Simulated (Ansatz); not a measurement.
**C3H10Sn: up Jacob's ladder to CCSD(T)**

How much do the methods differ for C3H10Sn? The plan is to run it at one geometry with functionals of several rungs and with coupled cluster, and see how far each lands from CCSD(T) at the basis-set limit for the atomisation energy.

Program: Ansatz 0.2.0, Gaussian basis. Level of theory: functionals in def2-TZVPP, the program's frozen cores in correlated methods. These are calculated values, not measurements.

Levels to be run: LDA (SPW92), PBE-D4, revPBE-D4, BLYP-D4, r2SCAN-D4, B97M-V, PBE0-D4, B3LYP-D4, r2SCANh-D4, r2SCAN0-D4, HSE06-D4, BHLYP-D4, CAM-B3LYP-D4, LC-ωPBE, ωB97X-V, ωB97M-V, B2PLYP, PBE-QIDH; CCSD(T)/def2-SVP; CCSD(T)/def2-TZVPP; MP2/def2-QZVPP; extrapolation to the limit; RPA on PBE.

### 1 The geometry

An earlier PBE0-D4 in a triple-zeta def2 set relaxation fixed the geometry. Sn takes the def2 core potential; no spin-orbit term is included.

SMILES `[CH3][SnH]([CH3])[CH3]`, 14 atoms, charge 0, spin multiplicity 1.

Atoms are counted from 1 here; the program's logs count them from 0.

Bond lengths: C1–Sn2 2.145 Å, C1–H5 1.091 Å, C1–H6 1.091 Å, C1–H7 1.091 Å, Sn2–C3 2.145 Å, Sn2–C4 2.145 Å, Sn2–H8 1.719 Å, C3–H9 1.091 Å, C3–H10 1.091 Å, C3–H11 1.091 Å, C4–H12 1.091 Å, C4–H13 1.091 Å, C4–H14 1.091 Å. Angles: Sn2–C1–H5 110.4°, Sn2–C1–H6 110.4°, Sn2–C1–H7 110.0°, H5–C1–H6 108.7°, H5–C1–H7 108.7°, H6–C1–H7 108.7°, C1–Sn2–C3 109.6°, C1–Sn2–C4 109.6°, C1–Sn2–H8 109.3°, C3–Sn2–C4 109.6°, C3–Sn2–H8 109.3°, C4–Sn2–H8 109.3°, Sn2–C3–H9 110.4°, Sn2–C3–H10 110.4°, Sn2–C3–H11 110.0°, H9–C3–H10 108.7°, H9–C3–H11 108.7°, H10–C3–H11 108.7° and more.

### 2 LDA

This LDA is Slater exchange with PW92 correlation.

File in.yaml:

```yaml
crystal:
  periodic: [false, false, false]
  atoms:
    - {symbol: C, position_ang: [-1.380533, 1.370661, -0.570703]}
    - {symbol: Sn, position_ang: [-0.296140, -0.167691, 0.457950]}
    - {symbol: C, position_ang: [1.610109, 0.591117, 1.083254]}
    - {symbol: C, position_ang: [-0.009647, -1.843180, -0.850187]}
    - {symbol: H, position_ang: [-2.353374, 0.998521, -0.894183]}
    - {symbol: H, position_ang: [-1.535363, 2.229206, 0.083874]}
    - {symbol: H, position_ang: [-0.821480, 1.697033, -1.448956]}
    - {symbol: H, position_ang: [-1.190195, -0.669054, 1.838250]}
    - {symbol: H, position_ang: [2.171643, -0.180352, 1.611513]}
    - {symbol: H, position_ang: [1.479451, 1.445164, 1.748897]}
    - {symbol: H, position_ang: [2.187361, 0.910380, 0.214211]}
    - {symbol: H, position_ang: [0.557719, -1.536167, -1.730089]}
    - {symbol: H, position_ang: [-0.971953, -2.239966, -1.175879]}
    - {symbol: H, position_ang: [0.539402, -2.634970, -0.339155]}
basis:
  gaussian: {orbitals: def2-TZVPP}
hamiltonian: {xc: lda}
output: {orbitals: {seedname: orbitals}}
```

After this run come: PBE-D4 (GGA); revPBE-D4 (GGA); BLYP-D4 (GGA); r2SCAN-D4 (meta-GGA); B97M-V (meta-GGA); PBE0-D4 (hybrid); B3LYP-D4 (hybrid); r2SCANh-D4 (hybrid); r2SCAN0-D4 (hybrid); HSE06-D4 (hybrid); BHLYP-D4 (hybrid); CAM-B3LYP-D4 (range-separated); LC-ωPBE-D4 (range-separated); ωB97X-V (range-separated); ωB97M-V (range-separated); B2PLYP (double hybrid); PBE-QIDH (double hybrid); CCSD(T) in def2-SVP; CCSD(T) in def2-TZVPP; MP2 in def2-QZVPP; RPA on PBE orbitals.

Q: Predict the results of all the runs planned. Wanted: atomisation energy, CCSD(T)/CBS; farthest beyond LDA; mean size of error, GGA; mean size of error, meta-GGA; mean size of error, hybrid; mean size of error, range-separated; mean size of error, double hybrid; gap, smallest and largest; T1 diagnostic.

As calculated:

| quantity | value |
| --- | --- |
| atomisation energy, CCSD(T)/CBS | 4889.9 kJ/mol |
| functionals within 48.9 kJ/mol (1.0 %) | PBE-D4, r2SCAN-D4, B97M-V, PBE0-D4, B3LYP-D4, r2SCANh-D4, HSE06-D4, CAM-B3LYP-D4, ωB97X-V, ωB97M-V |
| farthest beyond LDA | BHLYP-D4 (-113.6 kJ/mol) |
| mean size of error, GGA | 55.3 kJ/mol |
| mean size of error, meta-GGA | 16.2 kJ/mol |
| mean size of error, hybrid | 50.8 kJ/mol |
| mean size of error, range-separated | 23.7 kJ/mol |
| mean size of error, double hybrid | 64.6 kJ/mol |
| gap, smallest and largest | 6.46 eV (BLYP-D4), 13.14 eV (LC-ωPBE) |
| T1 diagnostic | 0.0103 |
| triples share of the correlation energy | 3.4 % |

**Reading.** The LDA atomisation energy is off by 558.8 kJ/mol (11 %): it overbinds. PBE-D4 misses by +6.5 kJ/mol. Double hybrids carry the basis error of their MP2 part in triple zeta, and no dispersion term here, so their miss is partly the set-up's. The rungs meta-GGA, range-separated miss on average by less than the doubt on the reference (48.9 kJ/mol), so they tie. Misses under about 48.9 kJ/mol are within the doubt on the reference itself, which lacks core-valence correlation, spin-orbit coupling and higher excitations, and its outer-core shells are covered unevenly. All levels share the lack of spin-orbit coupling, which lowers the free heavy atoms and so the true binding. Hartree-Fock recovers 75 % of the binding; the rest is correlation. CCSD(T) in def2-SVP is off by -260.6 kJ/mol, so the small basis spoils what the method gains. Orbital gaps span 6.5 to 13.1 eV; exact exchange widens them. Correlated methods include outer-core shells of Sn, which these sets cover unevenly.
